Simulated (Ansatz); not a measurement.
**C4H6F4: how energies converge with the basis set**

Aim: see how fast density functionals converge with the basis set for C4H6F4.

Computed with Ansatz 0.2.0, Gaussian basis. Level: one geometry, several basis sets.

The runs, in order: PBE0-D4/def2-SVP; ωB97M-V/def2-SVP; PBE0-D4/def2-QZVPP; ωB97M-V/def2-QZVPP; the functionals' def2-TZVPP values are taken from earlier runs.

**1. Structure used throughout**

An earlier PBE0-D4 in a triple-zeta def2 set relaxation fixed the geometry.

SMILES `C[C@H](F)[C@H](F)C(F)F`, 14 atoms, charge 0, spin multiplicity 1.

Atoms are counted from 1 here; the program's logs count them from 0.

Bond lengths: C1–C2 1.507 Å, C1–H9 1.090 Å, C1–H10 1.089 Å, C1–H11 1.092 Å, C2–F3 1.390 Å, C2–C4 1.517 Å, C2–H12 1.096 Å, C4–F5 1.379 Å, C4–C6 1.519 Å, C4–H13 1.096 Å, C6–F7 1.351 Å, C6–F8 1.356 Å, C6–H14 1.092 Å. Angles: C2–C1–H9 109.2°, C2–C1–H10 111.5°, C2–C1–H11 110.2°, H9–C1–H10 108.9°, H9–C1–H11 108.2°, H10–C1–H11 108.7°, C1–C2–F3 109.4°, C1–C2–C4 115.4°, C1–C2–H12 110.4°, F3–C2–C4 108.6°, F3–C2–H12 106.6°, C4–C2–H12 106.1°, C2–C4–F5 108.7°, C2–C4–C6 114.8°, C2–C4–H13 109.9°, F5–C4–C6 106.3°, F5–C4–H13 108.2°, C6–C4–H13 108.6° and more.

**2. PBE0-D4 in def2-SVP**

in.yaml

```yaml
crystal:
  periodic: [false, false, false]
  atoms:
    - {symbol: C, position_ang: [0.154767, -1.669212, -0.447743]}
    - {symbol: C, position_ang: [0.883585, -0.421894, -0.017722]}
    - {symbol: F, position_ang: [1.145764, -0.487557, 1.345288]}
    - {symbol: C, position_ang: [0.167833, 0.883181, -0.309528]}
    - {symbol: F, position_ang: [1.077267, 1.915717, -0.223144]}
    - {symbol: C, position_ang: [-0.956237, 1.222767, 0.654341]}
    - {symbol: F, position_ang: [-1.511185, 2.398753, 0.288923]}
    - {symbol: F, position_ang: [-1.923051, 0.274822, 0.578011]}
    - {symbol: H, position_ang: [0.768023, -2.540422, -0.215167]}
    - {symbol: H, position_ang: [-0.803857, -1.766968, 0.059511]}
    - {symbol: H, position_ang: [-0.019469, -1.652135, -1.525764]}
    - {symbol: H, position_ang: [1.855114, -0.354862, -0.519567]}
    - {symbol: H, position_ang: [-0.236809, 0.867207, -1.327538]}
    - {symbol: H, position_ang: [-0.614643, 1.301301, 1.688901]}
basis:
  gaussian: {orbitals: def2-SVP}
hamiltonian: {xc: pbe0, dispersion: d4}
output: {orbitals: {seedname: orbitals}}
```

Command:

```
$ ansatz run in.yaml --threads 2 --pin off --events-out ev --progress --plain --max-ram 32768MiB --backend cpu
```

Standard output:

```text
Functional definition: PBE0
  name "PBE0"
  cite "Adamo & Barone, J. Chem. Phys. 110, 6158 (1999) doi:10.1063/1.478522"
  cite "Perdew, Burke & Ernzerhof, Phys. Rev. Lett. 77, 3865 (1996) doi:10.1103/PhysRevLett.77.3865"
  parent pbe
  parameter a = 0.25
  parameter kappa = 0.804
  parameter beta = 0.06672455060314922
  exchange = (1 - a)*pbe_x(kappa = kappa, mu = beta*pi^2/3) + a*exact_x
  correlation = pbe_c(beta = beta)
1572 factors; their error is unknown
mean field evaluation 1: about -15082.4791 eV, gradient 4.5e1 eV
mean field evaluation 2: about -15082.6647 eV, gradient 4.4e1 eV
mean field evaluation 4: about -15086.5184 eV, gradient 2.1e0 eV
mean field evaluation 8: about -15086.5273 eV, gradient 1.3e-1 eV
mean field evaluation 16: about -15086.5207 eV, gradient 3.1e-4 eV
mean field -15086.52069225 eV, -554.4194094290 hartree, gradient 5.8e-5 eV, S^2 0.000000; 0 other end points of the search recorded, 0 dependent functions left out
reference -15086.52071418 eV, -554.4194102349 hartree; 33, 33 occupied and 109, 109 virtual orbitals, 1572 factors
Total energy: -15086.75034011 eV, -554.4278488324 hartree
```

Wall time 3.1 s (2 threads of AMD EPYC 7R13, shared host); peak memory 0.42 GiB.

**3. ωB97M-V in def2-SVP**

in.yaml, as its differences from that of step 2:

```diff
@@ -19,3 +19,3 @@
   gaussian: {orbitals: def2-SVP}
-hamiltonian: {xc: pbe0, dispersion: d4}
+hamiltonian: {xc: {name: wB97M-V}}
 output: {orbitals: {seedname: orbitals}}
```

Launched as before.

Standard output (excerpt; [...] marks lines left out):

```text
Functional definition: wB97M-V
  name "wB97M-V"
  cite "Mardirossian & Head-Gordon, J. Chem. Phys. 144, 214110 (2016) doi:10.1063/1.4952647"
  cite "Becke, J. Chem. Phys. 107, 8554 (1997) doi:10.1063/1.475007"
  cite "Vydrov & Van Voorhis, J. Chem. Phys. 133, 244103 (2010) doi:10.1063/1.3521275"
  # Of w^i u^j: cxij and so on, Table III.
[...]
  gx(w, u) = 1 - cx + cx01*u + cx10*w
  gss(w, u) = css00 + css04*u^4 + css10*w + css20*w^2 + css43*w^4*u^3
  gos(w, u) = cos00 + cos10*w + (cos20 + cos21*u)*w^2 + (cos60 + cos61*u)*w^6
[...]
      + integral(e_c_pw_mod_opposite_spin*gos(b97_w_opposite, b97_u_opposite)) + vv10(b, c)
1572 factors; their error is unknown
328 factors; integrals over basis functions are off by at most 6.3e-6 eV
[...]
mean field -15096.93080773 eV, -554.8019741170 hartree, gradient 3.2e-5 eV, S^2 0.000000; 0 other end points of the search recorded, 0 dependent functions left out
reference -15096.93084327 eV, -554.8019754230 hartree; 33, 33 occupied and 109, 109 virtual orbitals, 1572 factors
Total energy: -15096.93084327 eV, -554.8019754230 hartree
```

Wall time 9.5 s (2 threads of AMD EPYC 7R13, shared host); peak memory 0.55 GiB.

**4. PBE0-D4 in def2-QZVPP**

in.yaml, as its differences from that of step 3:

```diff
@@ -18,4 +18,4 @@
 basis:
-  gaussian: {orbitals: def2-SVP}
-hamiltonian: {xc: {name: wB97M-V}}
+  gaussian: {orbitals: "def2-QZVPP.json"}
+hamiltonian: {xc: pbe0, dispersion: d4}
 output: {orbitals: {seedname: orbitals}}
```

Command:

```
$ ansatz run in.yaml --threads 2 --pin off --events-out ev --progress --plain --max-ram 32768MiB --backend cuda --devices 0, --max-vram 18GiB
```

Standard output:

```text
Functional definition: PBE0
  name "PBE0"
  cite "Adamo & Barone, J. Chem. Phys. 110, 6158 (1999) doi:10.1063/1.478522"
  cite "Perdew, Burke & Ernzerhof, Phys. Rev. Lett. 77, 3865 (1996) doi:10.1103/PhysRevLett.77.3865"
  parent pbe
  parameter a = 0.25
  parameter kappa = 0.804
  parameter beta = 0.06672455060314922
  exchange = (1 - a)*pbe_x(kappa = kappa, mu = beta*pi^2/3) + a*exact_x
  correlation = pbe_c(beta = beta)
1812 factors; their error is unknown
mean field evaluation 1: about -15098.9532 eV, gradient 5.7e1 eV
mean field evaluation 2: about -15098.8462 eV, gradient 5.6e1 eV
mean field evaluation 4: about -15105.2195 eV, gradient 2.8e0 eV
mean field evaluation 8: about -15105.2304 eV, gradient 3.4e-2 eV
mean field evaluation 16: about -15105.2295 eV, gradient 1.7e-4 eV
mean field -15105.22953645 eV, -555.1069467721 hartree, gradient 1.5e-5 eV, S^2 0.000000; 0 other end points of the search recorded, 0 dependent functions left out
reference -15105.22957250 eV, -555.1069480972 hartree; 33, 33 occupied and 603, 603 virtual orbitals, 1812 factors
Total energy: -15105.45919844 eV, -555.1153866947 hartree
```

It took 7.5 s on 1 × H100 (card shared with other runs) with 2 threads of AMD EPYC 7R13, shared host; peak host memory 1.2 GiB.

**5. ωB97M-V in def2-QZVPP**

in.yaml, as its differences from that of step 4:

```diff
@@ -19,3 +19,3 @@
   gaussian: {orbitals: "def2-QZVPP.json"}
-hamiltonian: {xc: pbe0, dispersion: d4}
+hamiltonian: {xc: {name: wB97M-V}}
 output: {orbitals: {seedname: orbitals}}
```

Launched as before.

Standard output (excerpt; [...] marks lines left out):

```text
Functional definition: wB97M-V
  name "wB97M-V"
  cite "Mardirossian & Head-Gordon, J. Chem. Phys. 144, 214110 (2016) doi:10.1063/1.4952647"
  cite "Becke, J. Chem. Phys. 107, 8554 (1997) doi:10.1063/1.475007"
  cite "Vydrov & Van Voorhis, J. Chem. Phys. 133, 244103 (2010) doi:10.1063/1.3521275"
  # Of w^i u^j: cxij and so on, Table III.
[...]
  gx(w, u) = 1 - cx + cx01*u + cx10*w
  gss(w, u) = css00 + css04*u^4 + css10*w + css20*w^2 + css43*w^4*u^3
  gos(w, u) = cos00 + cos10*w + (cos20 + cos21*u)*w^2 + (cos60 + cos61*u)*w^6
[...]
      + integral(e_c_pw_mod_opposite_spin*gos(b97_w_opposite, b97_u_opposite)) + vv10(b, c)
1812 factors; their error is unknown
420 factors; integrals over basis functions are off by at most 4.9e-6 eV
[...]
mean field -15116.10820162 eV, -555.5067303433 hartree, gradient 2.2e-5 eV, S^2 0.000000; 0 other end points of the search recorded, 0 dependent functions left out
reference -15116.10825886 eV, -555.5067324468 hartree; 33, 33 occupied and 603, 603 virtual orbitals, 1812 factors
Total energy: -15116.10825886 eV, -555.5067324468 hartree
```

Run time: 13 s. Hardware: 1 × H100 (card shared with other runs) with 2 threads of AMD EPYC 7R13, shared host; peak host memory 1.3 GiB.

**6. Density functionals: the series**

The def2-TZVPP values come from earlier runs at the same geometry.

```
functional       basis  functions  energy (eV)  from the largest (eV)  HOMO (eV)  LUMO (eV)
   PBE0-D4    def2-SVP        142  -15086.7503                 18.709      -9.28       1.53
   PBE0-D4  def2-TZVPP        332  -15104.6821                  0.777      -9.41       1.00
   PBE0-D4  def2-QZVPP        636  -15105.4592                  0.000      -9.45       0.58
   ωB97M-V    def2-SVP        142  -15096.9308                 19.177     -11.64       3.26
   ωB97M-V  def2-TZVPP        332  -15115.3678                  0.740     -11.79       2.50
   ωB97M-V  def2-QZVPP        636  -15116.1083                  0.000     -11.84       1.75
```

**7. Results**

```
                                       quantity           value
PBE0-D4: double and triple zeta above quadruple  18.71, 0.78 eV
ωB97M-V: double and triple zeta above quadruple  19.18, 0.74 eV
```

PBE0-D4 gains 17.93 eV from double to triple zeta, then 0.78 eV more. Total energies overstate the basis error of differences, where much of it tends to cancel. The LUMO of ωB97M-V is positive and keeps falling with the basis (3.26 to 1.75 eV): an unbound level that the basis holds in place.
